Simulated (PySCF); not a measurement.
# C6H5BO2: the cost of one run

The runs use PySCF 2.14.0, with density-fitted response routines of our own; the level of theory stands in each step. All values are computed, except where a source is named. Atoms are numbered from 0 throughout.

## (1) The starting structure

14 atoms, charge 0, multiplicity 1; geometry from: GFN2-xTB. The atoms were then displaced at random by about 0.01 Å, so the start is not that level's minimum.

Bonds of the start (Å): B0–O1 1.37, O1–C2 1.37, C2–C3 1.33, C3–C4 1.41, C4–C5 1.40, C5–C6 1.39, C6–C7 1.38, C7–O8 1.34, O8–B0 1.41, C7–C2 1.41, B0–H9 1.14, C3–H10 1.08, C4–H11 1.07, C5–H12 1.10, C6–H13 1.08.

## (2) Geometry optimisation at PBE0-D3(BJ)/def2-SVP

The job: settings as JSON, then the geometry in Å.

```
{"job": {"xc": "PBE0", "basis": "def2-SVP", "d3": "d3bj", "grid": 1, "shake": 0.01, "kind": "geom"}, "charge": 0, "multiplicity": 1}
B      2.660680     0.114040    -0.053820
O      1.921550    -1.037420    -0.071980
C      0.597300    -0.671100    -0.041170
C     -0.486390    -1.449420    -0.027150
C     -1.738970    -0.793690     0.010050
C     -1.812550     0.604380     0.051650
C     -0.658610     1.386930     0.044220
C      0.559730     0.735560    -0.003550
O      1.806870     1.235780     0.004820
H      3.794130     0.198160    -0.070260
H     -0.467180    -2.530320    -0.041780
H     -2.642750    -1.362550     0.037080
H     -2.804500     1.086580     0.078870
H     -0.736470     2.468000     0.075250
```

Command:

```bash
$ OMP_NUM_THREADS=1 python probes_run.py task.json out
```

This one command runs all jobs of the session in turn.

Q: Estimate the wall time and peak memory of this first job on 1 thread of AMD EPYC 7B13, shared host.

About 91 s, with a peak of 0.62 GiB.
